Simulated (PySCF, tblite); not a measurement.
# C₇H₁₂B₂: geometry, infrared bands and NMR shifts

Wanted: the infrared bands and NMR shifts of C₇H₁₂B₂ (`BBC1=C(C2CCC2)C1`), by calculation.

Computed with tblite 0.8.0 and PySCF 2.14.0, with density-fitted response routines of our own, on a single molecule in the gas phase. Atoms are numbered from 0 throughout.

## 1. The starting structure

21 atoms, charge 0, multiplicity 1; geometry from: force field or distance geometry start.

Bonds of the start (Å): B0–B1 1.67, B1–C2 1.54, C2–C3 1.47, C3–C4 1.49, C4–C5 1.53, C5–C6 1.52, C6–C7 1.53, C3–C8 1.40, C8–C2 1.40, C7–C4 1.52, B0–H9 1.18, B0–H10 1.18, B1–H11 1.19, C4–H12 1.12, C5–H13 1.11, C5–H14 1.11, C6–H15 1.12, C6–H16 1.11, C7–H17 1.11, C7–H18 1.12, C8–H19 1.11, C8–H20 1.12.

## 2. Optimising the geometry with GFN2-xTB

The job: settings as JSON, then the geometry in Å.

```
{"job": {"kind": "relax", "xc": "GFN2-xTB", "basis": "xTB"}, "charge": 0, "multiplicity": 1}
B      3.672300    -1.472300     0.806600
B      2.032600    -1.311800     0.523600
C      1.436300     0.076400     0.208500
C      0.278900     0.917800    -0.118300
C     -1.190800     1.058200    -0.351800
C     -1.728900     0.058200    -1.381200
C     -2.577000    -0.582400    -0.298100
C     -2.038900     0.417600     0.729500
C      1.568700     1.453700    -0.004500
H      4.118300    -2.530000     1.060200
H      4.362400    -0.522300     0.753300
H      1.333300    -2.268800     0.587900
H     -1.491800     2.109600    -0.570900
H     -2.335300     0.545600    -2.168600
H     -0.959400    -0.630300    -1.780100
H     -2.268400    -1.628200    -0.058800
H     -3.666400    -0.463500    -0.477400
H     -1.463900    -0.086300     1.535300
H     -2.838800     1.099000     1.106400
H      2.023500     1.726000    -0.975300
H      1.724500     2.050900     0.925100
```

Started as:

```sh
$ OMP_NUM_THREADS=1 python probes_run.py task.json out
```

This one command runs all jobs of the session in turn.

**Question.** This job is followed by: GFN2-xTB harmonic vibrations, gas phase; GIAO PBE0/pcSseg-1 NMR shielding, non-relativistic, gas phase. What will the session give for the following? strongest single infrared mode (GFN2-xTB); zero-point energy (GFN2-xTB); ¹³C shifts against TMS (PBE0/pcSseg-1, means over atoms taken as alike); ¹H shifts against TMS (PBE0/pcSseg-1, means over atoms taken as alike); ¹¹B shifts against BF3·OEt2 (PBE0/pcSseg-1).

**Answer**, as computed:

| quantity | value |
| --- | --- |
| strongest single infrared mode (GFN2-xTB) | 2532 cm⁻¹, 142 km/mol |
| zero-point energy (GFN2-xTB) | 105.7 kcal/mol |
| ¹³C shifts against TMS (PBE0/pcSseg-1, means over atoms taken as alike) | 163.4, 122.2, 33.5, 30.1, 22.3, 17.5 ppm |
| ¹H shifts against TMS (PBE0/pcSseg-1, means over atoms taken as alike) | 10.22, 9.43, 3.77, 2.47, 2.24, 2.13, 2.01, 1.45 ppm |
| ¹¹B shifts against BF3·OEt2 (PBE0/pcSseg-1) | 107.8, 85.3 ppm |

What this shows: Relaxing lowered the energy by 1.618 eV in 196 steps; the close pair that moved most is C2–C3, from 1.468 to 1.320 Å. The lowest mode is slightly imaginary (16i cm⁻¹), a soft motion within the noise of the Hessian, so the minimum is not strictly shown. The strongest single mode, at 2532 cm⁻¹, moves mainly H11. GFN2-xTB is a fitted tight-binding method: band positions and strengths are rough. Its intensities can rank the bands wrongly.
